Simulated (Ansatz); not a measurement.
# Ga2H2 (singlet): from Hartree-Fock to the top rungs, cc-pVDZ

One table from this session's results is given with a row withheld; the runs are named, their logs left out.

The runs use Ansatz 0.2.0, Gaussian basis; cc-pVDZ, core rule «outside noble gas», up to 28 orbitals frozen.

To be run: UHF; CCSD(T) on RHF; CCSD(T) on UHF; BCCD(T) on RHF; CISD; CCSDT(Q) on RHF; CCSDT(Q) on UHF; CCSDTQ on RHF; CCSDTQ on UHF; CASSCF and MRCISD+Q, 8 electrons in 10 orbitals; CASSCF and NEVPT2, 8 electrons in 10 orbitals.

4 further runs of the same task are left out: 4 set aside as unsound or not needed.

## The system

The geometry is a PBE0/def2-TZVP stationary point (not a proven minimum). No spin-orbit coupling is included. The filled d shell of Ga may be among the frozen orbitals whatever the setting's name suggests; the logs give the count.

4 atoms, charge 0, spin multiplicity 1.

Atoms are counted from 1 here; the program's logs count them from 0.

Bond lengths: Ga1–H3 1.863 Å, Ga1–H4 1.863 Å, Ga2–H3 1.863 Å, Ga2–H4 1.863 Å. Angles: H3–Ga1–H4 72.1°, H3–Ga2–H4 72.1°, Ga1–H3–Ga2 107.9°, Ga1–H4–Ga2 107.9°.

The first run:

The input, in.yaml:

```yaml
crystal:
  periodic: [false, false, false]
  atoms:
    - {symbol: Ga, position_ang: [0.000000, 0.000001, 1.506303]}
    - {symbol: Ga, position_ang: [0.000000, -0.000001, -1.506303]}
    - {symbol: H, position_ang: [0.000000, 1.097066, -0.000042]}
    - {symbol: H, position_ang: [0.000000, -1.097066, 0.000042]}
basis:
  gaussian: {orbitals: cc-pVDZ}
magnetization: {spin_polarized: true, initial_magnetization: 0}
hamiltonian: {xc: hf}
output: {orbitals: {seedname: orbitals}}
```

Started as:

```sh
> ansatz run in.yaml --threads 1 --pin off --events-out ev --progress --plain --max-ram 3968MiB --backend cpu
```

Steps of the session up to this table: UHF; CCSD(T) on RHF; CCSD(T) on UHF; BCCD(T) on RHF; CISD; CCSDT(Q) on RHF; CCSDT(Q) on UHF; CCSDTQ on RHF; CCSDTQ on UHF; CASSCF and MRCISD+Q, 8 electrons in 10 orbitals; CASSCF and NEVPT2, 8 electrons in 10 orbitals.

One table of the session follows, with a row left open; its other results are not shown here.

It belongs to the step «Misses and costs». 

| method | from RCCSDTQ (meV) |
| --- | --- |
| RHF | +4270.4 |
| UHF | +4264.5 |
| RMP2 | +1130.5 |
| RCCSD | +145.5 |
| RCCSD(T) | +33.3 |
| BCCD(T) | +32.9 |
| RCCSDT | ? |
| RCCSDT(Q) | +1.0 |
| RCCSDTQ | 0 |
| CASSCF valence | +1993.9 |
| NEVPT2 valence | +546.1 |
| MRCISD valence | +104.3 |
| MRCISD+Q valence | +11.3 |

**Question.** Estimate the row for RCCSDT.

The run gave: from RCCSDTQ (meV): +6.5. In the column «from RCCSDTQ (meV)» it lies between RCCSDT(Q) (+1.0) and MRCISD+Q valence (+11.3).
